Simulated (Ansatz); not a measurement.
# MgSi2N2: the cost of one run

Program: Ansatz 0.2.0. Level of theory: DFT PBE, scalar-relativistic, plane waves, PAW. These are calculated values, not measurements.

## 1. Starting point

It takes space group I4/mmm (No. 139, tetragonal). The conventional cell has a = 3.661 Å, b = 3.661 Å, c = 9.525 Å, α = 90.00°, β = 90.00°, γ = 90.00°. Mg (site symmetry 4/mmm) has 8 N at 2.90 Å and 8 Si at 3.00 Å as nearest neighbours. Around Si (site symmetry -4m2) lie 4 N at 2.12 Å and 4 Si at 2.59 Å and 4 Mg at 3.00 Å. N (site symmetry 4mm) has 4 Si at 2.12 Å and 1 N at 2.62 Å and 4 Mg at 2.90 Å as nearest neighbours.

Structure file:

```
Mg Si N
1.0
    -1.83031    1.83031    4.76242
     1.83031   -1.83031    4.76242
     1.83031    1.83031   -4.76242
Mg Si N
1 2 2
Direct
  0.00000 0.00000 0.00000
  0.75000 0.25000 0.50000
  0.25000 0.75000 0.50000
  0.36254 0.36254 0.00000
  0.63746 0.63746 0.00000
```

The cell is invented: species swapped into a database cell of EuCo2Si2 (I4/mmm, No. 139), with Mg on the Eu sites, Si on the Co sites and N on the Si sites. Lengths come from tabulated atomic sizes and are only a guess.

## 2. The guess as it stands, on a coarse mesh

The input, input.yaml:

```yaml
crystal:
  lattice:
    - [-1.83031338, 1.83031338, 4.76241512]
    - [1.83031338, -1.83031338, 4.76241512]
    - [1.83031338, 1.83031338, -4.76241512]
  atoms:
    - { symbol: Mg, position: [0.0, 0.0, 0.0] }
    - { symbol: Si, position: [0.75, 0.25, 0.5] }
    - { symbol: Si, position: [0.25, 0.75, 0.5] }
    - { symbol: "N", position: [0.36253935, 0.36253935, 0.0] }
    - { symbol: "N", position: [0.63746065, 0.63746065, 0.0] }
basis:
  ecutwfc: 420
kpoints:
  mp_grid: { grid: [6, 6, 6] }
hamiltonian:
  xc: pbe
scf:
  occupations: { method: gaussian, width: 0.1 }
  lower_state_search: "off"
output:
  forces: true
  stress: true
  eigenvalues: true
```

Launch:

```bash
> ansatz run input.yaml --threads 1 --pin off --max-ram 2560MiB --backend cpu --events-out ev --progress --plain --runs-dir out
```

What time and memory should one allow on 1 thread of AMD EPYC (Zen 3), shared host?

About 3.4 s, with a peak of 0.35 GiB.
